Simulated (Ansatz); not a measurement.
I need a convergence test of the k-point mesh of Ta2N, space group P-3m1. Use the Python package of Ansatz (0.2.0). Settings (first run): PBEsol, PAW, cutoff 470 eV, 3×3×2 k-points, Fermi-Dirac smearing of 0.1 eV. The script varies spacing (1/A): 0.9, 0.7, 0.55, 0.45, 0.35.

```xyz
3
Lattice="3.1129 0.0000 0.0000 -1.5564 2.6958 0.0000 0.0000 0.0000 4.8698" Properties=species:S:1:pos:R:3 pbc="T T T"
Ta    1.5564    0.8986    3.6294
Ta    0.0000    1.7972    1.2404
N     0.0000    0.0000    0.0000
```

Script `kconv_ta2n.py`:
```python
# -*- coding: utf-8 -*-
'''k-point test for Ta2N.'''

import csv

import ansatz as az

CUTOFF_EV = 470
SIGMA = 0.1


def main():
    cell = (
        az.Lattice.from_parameters(3.11286151, 3.11286151, 4.869841, alpha=90, beta=90, gamma=120)
        .space_group(164)
        .atom('Ta', (2 / 3, 1 / 3, 0.745289))
        .atom('N', (0.0, 0.0, 0.0))
    )

    base = (
        cell.calculation()
        .functional(az.Functional.PBESOL)
        .basis(CUTOFF_EV)  # a bare number is in eV
        .occupations(az.OccupationsMethod.FERMI_DIRAC, width=SIGMA)
        .forces()  # minus the gradient of the free energy
        .stress()
    )

    rows = []
    for value in [0.9, 0.7, 0.55, 0.45, 0.35]:
        summary = base.kpoints(spacing=value).run(threads=1, pin='off').report
        rows.append((value, summary['free_energy_ev'] / len(summary['lattice']['sites']), summary['n_iterations'], sum(summary['stress_gpa'][i][i] for i in range(3)) / 3, max(abs(f) for row in summary['forces_ev_ang'] for f in row), summary['n_kpoints']))

    with open('kconv.csv', 'w', newline='') as handle:
        writer = csv.writer(handle)
        writer.writerow(['spacing (1/A)', 'F/atom (eV)', 'iterations', 'P (GPa)', 'max component (eV/A)', 'k-points'])
        writer.writerows([round(v, 5) if isinstance(v, float) else v for v in row] for row in rows)

    # the last row is the reference
    for row in rows[:-1]:
        shift = 1000 * (row[1] - rows[-1][1])
        print(f'{row[0]}: {shift:+.2f} meV/atom' + ('  (within 1 meV)' if abs(shift) < 1 else ''))


if __name__ == '__main__':
    main()
```

```console
$ python kconv_ta2n.py
0.9: +154.86 meV/atom
0.7: +59.23 meV/atom
0.55: +14.50 meV/atom
0.45: -1.48 meV/atom
```

It writes `kconv.csv`:
```csv
spacing (1/A),F/atom (eV),iterations,P (GPa),max component (eV/A),k-points
0.9,-6664.60105,6,-5.71199,1.11886,6
0.7,-6664.69668,6,-8.23164,0.55249,8
0.55,-6664.74141,6,-8.83428,0.79522,12
0.45,-6664.75739,6,-9.08609,0.29396,17
0.35,-6664.75591,6,-9.03664,0.3139,28
```

No spin polarisation was allowed. Pressure is positive in compression. Spin-orbit coupling, which matters for elements this heavy, is left out. At these settings the cell as given stands under about -9 GPa, so it isn't at this functional's equilibrium volume. This cell is a computed structure, which may not be the phase found in nature. Shifts are counted from the finest mesh, which is itself no proven limit. Run time: 4.6 s on 1 thread of Arm Neoverse V2, on a shared host, peak memory 0.37 GiB.
